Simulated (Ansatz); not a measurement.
## MnH2O2, space group P-3m1: a frozen displacement of one atom

Computed with the Ansatz DFT code, driven from Python.

`push_mnh2o2.py`:
```python
"""Frozen displacement of one atom in MnH2O2."""

import ansatz as az
import numpy as np

lattice = az.Lattice.of(
    [3.25, 0.0, 0.0],
    [-1.625, 2.81458256, 0.0],
    [0.0, 0.0, 4.48],
)
sites = [
    ("Mn", [0.0, 0.0, 0.0]),
    ("H", [1 / 3, 2 / 3, 0.446]),
    ("H", [2 / 3, 1 / 3, 0.554]),
    ("O", [1 / 3, 2 / 3, 0.226]),
    ("O", [2 / 3, 1 / 3, 0.774]),
]
system = az.Crystal(lattice=lattice)
for symbol, position in sites:
    system = system.atom(symbol, position)
system = system.moments(Mn=4)

inverse = np.linalg.inv(np.array(system.lattice.vectors))
home = np.array(system.sites[4].position)
values = np.linspace(-0.02, 0.02, 5)
energies, pulls = [], []
for shift in values:
    moved = system.move(4, to=home + shift * inverse[1])
    base = (
        moved.calculation()
        .kpoints(spacing=0.26)
        .spin(az.SpinTreatment.COLLINEAR)
        .functional("lda")
        .hubbard("Mn", "d", u=4.9, j=0.9)
        .occupations("Fermi-Dirac", width=0.05)
        .forces()
    )
    report = base.run(threads=1, pin="off").report
    energies.append(report["free_energy_ev"])
    pulls.append(report["forces_ev_ang"][4][1])

# the force is minus the slope of the free energy
print("shift (A)   dE (eV)   force along y (eV/A)")
for shift, e, f in zip(values, energies, pulls):
    print(f"{shift:8.3f} {e - energies[2]:10.5f} {f:12.4f}")
print(f"stiffness from energies {2 * np.polyfit(values, energies, 2)[0]:.3f}, from forces {-np.polyfit(values, pulls, 1)[0]:.3f} eV/A^2")
```

```console
$ python push_mnh2o2.py
DeckWarning: basis.ecutwfc = 420 eV, auto-derived from the records' recommended cutoffs: set by Mn (normal level)
shift (A)   dE (eV)   force along y (eV/A)
  -0.020    0.00096       0.0947
  -0.010    0.00024       0.0481
   0.000    0.00000       0.0000
   0.010    0.00025      -0.0498
   0.020    0.00100      -0.1014
stiffness from energies 4.899, from forces 4.902 eV/A^2
```
(Warnings from the package without file and line.)

The curvature of the energy gives 4.899 eV/Å² and the slope of the force 4.902 eV/Å², a positive curvature.

Reading the output:
- The magnetic order follows from the starting moments and needn't be the lowest.
- With one magnetic atom the cell can hold only ferromagnetic order.
- The starting cell is as deposited in a crystallographic database; the results hold for this polymorph, which needn't be the stable one.
- All periodic images of the atom move with it, so the curvature is one diagonal element of the zone-centre force constants and no normal mode; a positive value doesn't exclude soft modes in which several atoms move.
- Timing: 2.5 min on 1 thread of Arm Neoverse V1, with other jobs on the host, peak memory 0.62 GiB.
